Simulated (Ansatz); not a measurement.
# GaCS (quartet): wB97M-V, B2PLYP, RPA-PBE over vertical spin and charge gaps and displaced geometries, cc-pVDZ, part 2 of 2

Ansatz 0.2.0, Gaussian basis; cc-pVDZ, all electrons in the functionals, frozen cores in the correlation of double hybrids and RPA. Earlier steps stand in the parts before.

## Step 14: B2PLYP, displaced geometry v1

in.yaml reads:

```yaml
crystal:
  periodic: [false, false, false]
  atoms:
    - {symbol: C, position_ang: [-0.028642, -1.182593, 0.611278]}
    - {symbol: S, position_ang: [-0.029475, 0.208050, 1.599639]}
    - {symbol: Ga, position_ang: [0.018489, 0.108037, -0.840961]}
basis:
  gaussian: {orbitals: cc-pVDZ}
magnetization: {spin_polarized: true, initial_magnetization: 3}
hamiltonian: {xc: {name: B2PLYP}}
correlation: {electrons: outside_noble_gas}
```

On the command line:

```bash
$ ansatz run in.yaml --threads 1 --pin off --events-out ev --progress --plain --max-ram 2393MiB
```

Log, shortened:

```text
Functional definition: B2PLYP
  name "B2PLYP"
  cite "Grimme, J. Chem. Phys. 124, 034108 (2006) doi:10.1063/1.2148954"
  cite "Becke, Phys. Rev. A 38, 3098 (1988) doi:10.1103/PhysRevA.38.3098"
  cite "Lee, Yang & Parr, Phys. Rev. B 37, 785 (1988) doi:10.1103/PhysRevB.37.785"
[...]
651 factors; integrals over basis functions are off by at most 1.1e-3 eV
[...]
mean field -64226.32399801 eV, -2360.2738727611 hartree, gradient 6.3e-6 eV, S^2 3.785211; 6 other end points of the search recorded, 0 dependent functions left out
20 core orbitals not correlated: weight in the atoms' cores, before any rotation towards them, 0.970 or more for the frozen orbitals, at most 0.028 for the correlated occupied ones
reference -64226.32411881 eV, -2360.2738772003 hartree; 8, 5 occupied and 31, 34 virtual orbitals, 651 factors
second order -9.64839023 eV of doubles, -0.00000000 eV of singles
Total energy: -64228.92918418 eV, -2360.3696115866 hartree
```

Wall time 6 s (1 thread of Intel Xeon Platinum 8488C, shared host).

From the report: ⟨S²⟩ of the determinant 3.785 (pure quartet: 3.75).

From charge 0, quartet: +0.6 kcal/mol.

## Step 15: B2PLYP, displaced geometry v2

in.yaml reads:

```yaml
crystal:
  periodic: [false, false, false]
  atoms:
    - {symbol: C, position_ang: [0.100528, -1.148317, 0.569836]}
    - {symbol: S, position_ang: [-0.064346, 0.266841, 1.580943]}
    - {symbol: Ga, position_ang: [0.012275, 0.075095, -0.825224]}
basis:
  gaussian: {orbitals: cc-pVDZ}
magnetization: {spin_polarized: true, initial_magnetization: 3}
hamiltonian: {xc: {name: B2PLYP}}
correlation: {electrons: outside_noble_gas}
```

The command is unchanged.

Log, shortened:

```text
Functional definition: B2PLYP
  name "B2PLYP"
  cite "Grimme, J. Chem. Phys. 124, 034108 (2006) doi:10.1063/1.2148954"
  cite "Becke, Phys. Rev. A 38, 3098 (1988) doi:10.1103/PhysRevA.38.3098"
  cite "Lee, Yang & Parr, Phys. Rev. B 37, 785 (1988) doi:10.1103/PhysRevB.37.785"
[...]
651 factors; integrals over basis functions are off by at most 1.2e-3 eV
[...]
mean field -64226.37400832 eV, -2360.2757106057 hartree, gradient 1.0e-6 eV, S^2 3.783833; 4 other end points of the search recorded, 0 dependent functions left out
20 core orbitals not correlated: weight in the atoms' cores, before any rotation towards them, 0.962 or more for the frozen orbitals, at most 0.035 for the correlated occupied ones
reference -64226.37412899 eV, -2360.2757150405 hartree; 8, 5 occupied and 31, 34 virtual orbitals, 651 factors
second order -9.57571200 eV of doubles, -0.00000000 eV of singles
Total energy: -64228.95957123 eV, -2360.3707282904 hartree
```

Run time: 4 s. Hardware: 1 thread of Intel Xeon Platinum 8488C, shared host.

From the report: ⟨S²⟩ of the determinant 3.784 (pure quartet: 3.75).

From charge 0, quartet: -0.1 kcal/mol.

## Step 16: RPA-PBE, charge 0, quartet

in.yaml reads:

```yaml
crystal:
  periodic: [false, false, false]
  atoms:
    - {symbol: C, position_ang: [0.000000, -1.160693, 0.575194]}
    - {symbol: S, position_ang: [0.000000, 0.246092, 1.574708]}
    - {symbol: Ga, position_ang: [0.000000, 0.086769, -0.823279]}
basis:
  gaussian: {orbitals: cc-pVDZ}
magnetization: {spin_polarized: true, initial_magnetization: 3}
hamiltonian: {xc: {name: PBE}}
correlation: {method: rpa, electrons: outside_noble_gas}
```

Same command.

Log, shortened:

```text
Functional definition: PBE
  name "PBE"
  cite "Perdew, Burke & Ernzerhof, Phys. Rev. Lett. 77, 3865 (1996) doi:10.1103/PhysRevLett.77.3865"
  parent pbe
[...]
651 factors; integrals over basis functions are off by at most 1.1e-3 eV
[...]
mean field -64231.43026397 eV, -2360.4615245738 hartree, gradient 7.9e-6 eV, S^2 3.756802; 5 other end points of the search recorded, 0 dependent functions left out
20 core orbitals not correlated: weight in the atoms' cores, before any rotation towards them, 0.844 or more for the frozen orbitals, at most 0.152 for the correlated occupied ones
reference -64176.43884416 eV, -2358.4406271704 hartree; 8, 5 occupied and 31, 34 virtual orbitals, 651 factors
Total energy: -64189.21558985 eV, -2358.9101639141 hartree
```

Run time: 6 s. Hardware: 1 thread of Intel Xeon Platinum 8488C, shared host.

From the report: ⟨S²⟩ of the determinant 3.757 (pure quartet: 3.75).

## Step 17: RPA-PBE, charge 0, doublet

in.yaml: that of step 16 with these lines changed.

```diff
@@ -8,3 +8,3 @@
   gaussian: {orbitals: cc-pVDZ}
-magnetization: {spin_polarized: true, initial_magnetization: 3}
+magnetization: {spin_polarized: true, initial_magnetization: 1}
 hamiltonian: {xc: {name: PBE}}
```

Same command.

Log, shortened:

```text
Functional definition: PBE
  name "PBE"
  cite "Perdew, Burke & Ernzerhof, Phys. Rev. Lett. 77, 3865 (1996) doi:10.1103/PhysRevLett.77.3865"
  parent pbe
[...]
651 factors; integrals over basis functions are off by at most 1.1e-3 eV
[...]
mean field -64232.83852522 eV, -2360.5132772201 hartree, gradient 1.8e-6 eV, S^2 0.755260; 10 other end points of the search recorded, 0 dependent functions left out
20 core orbitals not correlated: weight in the atoms' cores, before any rotation towards them, 0.532 or more for the frozen orbitals, at most 0.468 for the correlated occupied ones
reference -64177.28918419 eV, -2358.4718765901 hartree; 7, 6 occupied and 32, 33 virtual orbitals, 651 factors
Total energy: -64190.65020197 eV, -2358.9628849370 hartree
```

It took 10 s on 1 thread of Intel Xeon Platinum 8488C, shared host.

From the report: ⟨S²⟩ of the determinant 0.755 (pure doublet: 0.75).

From charge 0, quartet: -33.1 kcal/mol.

## Step 18: RPA-PBE, charge 0, sextet

in.yaml: that of step 17 with these lines changed.

```diff
@@ -8,3 +8,3 @@
   gaussian: {orbitals: cc-pVDZ}
-magnetization: {spin_polarized: true, initial_magnetization: 1}
+magnetization: {spin_polarized: true, initial_magnetization: 5}
 hamiltonian: {xc: {name: PBE}}
```

Launched as before.

Log, shortened:

```text
Functional definition: PBE
  name "PBE"
  cite "Perdew, Burke & Ernzerhof, Phys. Rev. Lett. 77, 3865 (1996) doi:10.1103/PhysRevLett.77.3865"
  parent pbe
[...]
651 factors; integrals over basis functions are off by at most 1.1e-3 eV
[...]
mean field -64226.61751330 eV, -2360.2846592487 hartree, gradient 2.5e-6 eV, S^2 8.755700; 15 other end points of the search recorded, 0 dependent functions left out
20 core orbitals not correlated: weight in the atoms' cores, before any rotation towards them, 0.510 or more for the frozen orbitals, at most 0.506 for the correlated occupied ones
reference -64173.40881930 eV, -2358.3292758106 hartree; 9, 4 occupied and 30, 35 virtual orbitals, 651 factors
Total energy: -64184.62806016 eV, -2358.7415753074 hartree
```

Run time: 13 s. Hardware: 1 thread of Intel Xeon Platinum 8488C, shared host.

From the report: ⟨S²⟩ of the determinant 8.756 (pure sextet: 8.75).

From charge 0, quartet: +105.8 kcal/mol.

## Step 19: RPA-PBE, charge 1, triplet

in.yaml: that of step 18 with these lines changed.

```diff
@@ -8,3 +8,4 @@
   gaussian: {orbitals: cc-pVDZ}
-magnetization: {spin_polarized: true, initial_magnetization: 5}
+total_charge: 1
+magnetization: {spin_polarized: true, initial_magnetization: 2}
 hamiltonian: {xc: {name: PBE}}
```

The command is unchanged.

Log, shortened:

```text
Functional definition: PBE
  name "PBE"
  cite "Perdew, Burke & Ernzerhof, Phys. Rev. Lett. 77, 3865 (1996) doi:10.1103/PhysRevLett.77.3865"
  parent pbe
[...]
651 factors; integrals over basis functions are off by at most 1.1e-3 eV
[...]
mean field -64224.06305297 eV, -2360.1907845631 hartree, gradient 5.1e-6 eV, S^2 2.006481; 6 other end points of the search recorded, 0 dependent functions left out
20 core orbitals not correlated: weight in the atoms' cores, before any rotation towards them, 0.807 or more for the frozen orbitals, at most 0.191 for the correlated occupied ones
reference -64169.69435146 eV, -2358.1927716351 hartree; 7, 5 occupied and 32, 34 virtual orbitals, 651 factors
Total energy: -64182.17260868 eV, -2358.6513391299 hartree
```

It took 6 s on 1 thread of Intel Xeon Platinum 8488C, shared host.

From the report: ⟨S²⟩ of the determinant 2.006 (pure triplet: 2.00).

From charge 0, quartet: +162.4 kcal/mol.

## Step 20: RPA-PBE, charge 1, quintet

in.yaml: that of step 19 with these lines changed.

```diff
@@ -9,3 +9,3 @@
 total_charge: 1
-magnetization: {spin_polarized: true, initial_magnetization: 2}
+magnetization: {spin_polarized: true, initial_magnetization: 4}
 hamiltonian: {xc: {name: PBE}}
```

Launched as before.

Log, shortened:

```text
Functional definition: PBE
  name "PBE"
  cite "Perdew, Burke & Ernzerhof, Phys. Rev. Lett. 77, 3865 (1996) doi:10.1103/PhysRevLett.77.3865"
  parent pbe
[...]
651 factors; integrals over basis functions are off by at most 1.1e-3 eV
[...]
mean field -64221.23478455 eV, -2360.0868476159 hartree, gradient 4.8e-6 eV, S^2 6.008965; 5 other end points of the search recorded, 0 dependent functions left out
20 core orbitals not correlated: weight in the atoms' cores, before any rotation towards them, 0.765 or more for the frozen orbitals, at most 0.230 for the correlated occupied ones
reference -64168.02248825 eV, -2358.1313317952 hartree; 8, 4 occupied and 31, 35 virtual orbitals, 651 factors
Total energy: -64179.20440632 eV, -2358.5422597050 hartree
```

It took 6 s on 1 thread of Intel Xeon Platinum 8488C, shared host.

From the report: ⟨S²⟩ of the determinant 6.009 (pure quintet: 6.00).

From charge 0, quartet: +230.9 kcal/mol.

## Step 21: RPA-PBE, displaced geometry v1

in.yaml reads:

```yaml
crystal:
  periodic: [false, false, false]
  atoms:
    - {symbol: C, position_ang: [-0.028642, -1.182593, 0.611278]}
    - {symbol: S, position_ang: [-0.029475, 0.208050, 1.599639]}
    - {symbol: Ga, position_ang: [0.018489, 0.108037, -0.840961]}
basis:
  gaussian: {orbitals: cc-pVDZ}
magnetization: {spin_polarized: true, initial_magnetization: 3}
hamiltonian: {xc: {name: PBE}}
correlation: {method: rpa, electrons: outside_noble_gas}
```

Launched as before.

Log, shortened:

```text
Functional definition: PBE
  name "PBE"
  cite "Perdew, Burke & Ernzerhof, Phys. Rev. Lett. 77, 3865 (1996) doi:10.1103/PhysRevLett.77.3865"
  parent pbe
[...]
651 factors; integrals over basis functions are off by at most 1.1e-3 eV
[...]
mean field -64231.41885317 eV, -2360.4611052346 hartree, gradient 1.5e-6 eV, S^2 3.756817; 10 other end points of the search recorded, 0 dependent functions left out
20 core orbitals not correlated: weight in the atoms' cores, before any rotation towards them, 0.864 or more for the frozen orbitals, at most 0.132 for the correlated occupied ones
reference -64176.34583267 eV, -2358.4372090612 hartree; 8, 5 occupied and 31, 34 virtual orbitals, 651 factors
Total energy: -64189.24571203 eV, -2358.9112708836 hartree
```

Run time: 8 s. Hardware: 1 thread of Intel Xeon Platinum 8488C, shared host.

From the report: ⟨S²⟩ of the determinant 3.757 (pure quartet: 3.75).

From charge 0, quartet: -0.7 kcal/mol.

## Step 22: RPA-PBE, displaced geometry v2

in.yaml reads:

```yaml
crystal:
  periodic: [false, false, false]
  atoms:
    - {symbol: C, position_ang: [0.100528, -1.148317, 0.569836]}
    - {symbol: S, position_ang: [-0.064346, 0.266841, 1.580943]}
    - {symbol: Ga, position_ang: [0.012275, 0.075095, -0.825224]}
basis:
  gaussian: {orbitals: cc-pVDZ}
magnetization: {spin_polarized: true, initial_magnetization: 3}
hamiltonian: {xc: {name: PBE}}
correlation: {method: rpa, electrons: outside_noble_gas}
```

Same command.

Log, shortened:

```text
Functional definition: PBE
  name "PBE"
  cite "Perdew, Burke & Ernzerhof, Phys. Rev. Lett. 77, 3865 (1996) doi:10.1103/PhysRevLett.77.3865"
  parent pbe
[...]
651 factors; integrals over basis functions are off by at most 1.2e-3 eV
[...]
mean field -64231.43677235 eV, -2360.4617637523 hartree, gradient 7.9e-6 eV, S^2 3.756994; 5 other end points of the search recorded, 0 dependent functions left out
20 core orbitals not correlated: weight in the atoms' cores, before any rotation towards them, 0.858 or more for the frozen orbitals, at most 0.138 for the correlated occupied ones
reference -64176.44934967 eV, -2358.4410132407 hartree; 8, 5 occupied and 31, 34 virtual orbitals, 651 factors
Total energy: -64189.21958668 eV, -2358.9103107946 hartree
```

It took 6 s on 1 thread of Intel Xeon Platinum 8488C, shared host.

From the report: ⟨S²⟩ of the determinant 3.757 (pure quartet: 3.75).

From charge 0, quartet: -0.1 kcal/mol.

## Step 23: The comparison

The yardstick is UCCSDT(Q), where the cluster series has nearly closed. It comes from earlier runs at the same points. Energies in kcal/mol, counted from charge 0, quartet; blanks weren't run or aren't comparable.

```tsv
level	quartet to doublet	quartet to sextet	ionisation to the triplet cation	ionisation to the quintet cation	displacement v1	displacement v2
UCCSDT(Q)	-31.7			225.8		0.0
wB97M-V	-34.9	108.9	167.3	233.0	1.0	-0.1
B2PLYP	-33.4	108.3	164.1	230.6	0.6	-0.1
RPA-PBE	-33.1	105.8	162.4	230.9	-0.7	-0.1
```

Largest miss and mean time a point (UCCSDT(Q) took 55 s a point; shared hosts):

```tsv
level	largest miss (kcal/mol)	where	time a point
wB97M-V	+7.3	ionisation to the quintet cation	13 s
B2PLYP	+4.9	ionisation to the quintet cation	6 s
RPA-PBE	+5.1	ionisation to the quintet cation	7.8 s
```

## Step 24: Results

What follows sums up all 2 parts.

| quantity | value |
| --- | --- |
| quartet to doublet, UCCSDT(Q) | -31.7 kcal/mol |
| ionisation to the quintet cation, UCCSDT(Q) | 225.8 kcal/mol |
| displacement v2, UCCSDT(Q) | 0.0 kcal/mol |
| largest miss, wB97M-V | +7.3 kcal/mol (ionisation to the quintet cation) |
| largest miss, B2PLYP | +4.9 kcal/mol (ionisation to the quintet cation) |
| largest miss, RPA-PBE | +5.1 kcal/mol (ionisation to the quintet cation) |

What this shows: Misses are known at 3 of 6 points at best, and only functionals with that many are ranked. Of the functionals, B2PLYP keep the smallest largest miss at the points compared (at most 4.9 kcal/mol) and wB97M-V strays most (7.3 kcal/mol, at ionisation to the quintet cation). Functionals and the yardstick converge differently with the basis, so part of each miss in cc-pVDZ is the basis.
